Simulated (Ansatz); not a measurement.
# SnGe3Te4: the cost of one run

Program: Ansatz 0.2.0. Level of theory: DFT PBE, scalar-relativistic, plane waves, PAW. These are calculated values, not measurements.

1 further run of the same task is left out (set aside as unsound or not needed). Runs told in other sessions of the task aren't counted.

## Step 1: The structure to begin with

Symmetry: Pm, No. 6, monoclinic system. The conventional cell has a = 4.488 Å, b = 4.297 Å, c = 12.399 Å, α = 90.00°, β = 92.71°, γ = 90.00°. Around Sn (site symmetry m) lie 6 Te at 3.04 to 3.33 Å. Ge (site symmetry m) is surrounded by 4 Te at 2.86 to 3.18 Å. Around Ge (site symmetry m) lie 3 Te at 2.86 to 2.87 Å. Around Ge (site symmetry m) lie 3 Te at 2.84 to 2.86 Å. Around Te (site symmetry m) lie 5 Ge at 2.87 to 3.38 Å and 1 Sn at 3.33 Å. Te (site symmetry m) has 1 Ge at 2.86 Å and 4 Sn at 3.04 to 3.19 Å in its first shell of neighbours. Te (site symmetry m) is surrounded by 3 Ge at 2.86 to 3.18 Å and 1 Sn at 3.06 Å. Te (site symmetry m) has 3 Ge at 2.84 to 2.86 Å in its first shell of neighbours.

Structure file:

```
CELL_PARAMETERS angstrom
4.48823 0.00000 -0.00282
0.00000 4.29681 0.00000
-0.57933 0.00000 12.38567
ATOMIC_POSITIONS crystal
Sn 0.00370 0.00000 0.49462
Ge 0.03931 0.00000 0.99423
Ge 0.55096 0.50000 0.74454
Ge 0.53283 0.50000 0.23556
Te 0.97478 0.00000 0.76285
Te 0.48347 0.50000 0.51375
Te 0.95325 0.00000 0.24763
Te 0.46170 0.50000 0.00680
```

It is the end of an earlier relaxation with the same method, from a generated guess; it is a trial structure. At a tolerance of 0.02 Å it has space group Pm (No. 6); it has 29.86 Å³/atom, an uncorrected energy of -0.13 eV/atom over the elements.

## Step 2: Bands, states and charges

Input file input.yaml:

```yaml
crystal:
  lattice:
    - [4.4882330747, 0.0, -0.0028164041]
    - [0.0, 4.2968141432, 0.0]
    - [-0.5793265407, 0.0, 12.3856682043]
  atoms:
    - { symbol: Sn, position: [0.0037018786, 0.0, 0.4946212206] }
    - { symbol: Ge, position: [0.0393081991, 0.0, 0.9942347757] }
    - { symbol: Ge, position: [0.5509551929, 0.5, 0.7445417195] }
    - { symbol: Ge, position: [0.5328339565, 0.5, 0.2355606929] }
    - { symbol: Te, position: [0.9747783653, 0.0, 0.7628541525] }
    - { symbol: Te, position: [0.4834677929, 0.5, 0.5137532808] }
    - { symbol: Te, position: [0.953252949, 0.0, 0.2476295707] }
    - { symbol: Te, position: [0.461701666, 0.5, 0.0068045874] }
basis:
  ecutwfc: 420
kpoints:
  mp_grid: { grid: [8, 8, 4] }
  band_path:
    path:
      - [0.0, 0.0, 0.0]
      - [0.0, 0.5, 0.0]
      - [0.0, 0.5, 0.5]
      - [0.0, 0.0, 0.5]
      - [0.0, 0.0, 0.0]
      - [-0.5, 0.0, 0.5]
      - [-0.5, 0.5, 0.5]
      - [0.0, 0.5, 0.0]
      - [-0.5, 0.5, 0.0]
      - [-0.5, 0.0, 0.0]
      - [0.0, 0.0, 0.0]
    npoints: 14
hamiltonian:
  xc: pbe
scf:
  occupations: { method: gaussian, width: 0.02 }
  n_extra_bands: 20
output:
  forces: true
  stress: true
  eigenvalues: true
  populations: true
  dos: { projected: true, de: 0.02, nscf_kmesh: { grid: [12, 12, 6] } }
  bader: true
  write_density: true
  write_potential: true
  elf: true
  volumetric_format: npy
```

Run with:

```
$ ansatz run input.yaml --threads 4 --pin off --max-ram 8192MiB --backend cpu --events-out ev --progress --plain --runs-dir out
```

What time and memory should one allow on 4 threads of Arm Neoverse V1, shared host?

About 5 min, with a peak of 3 GiB.
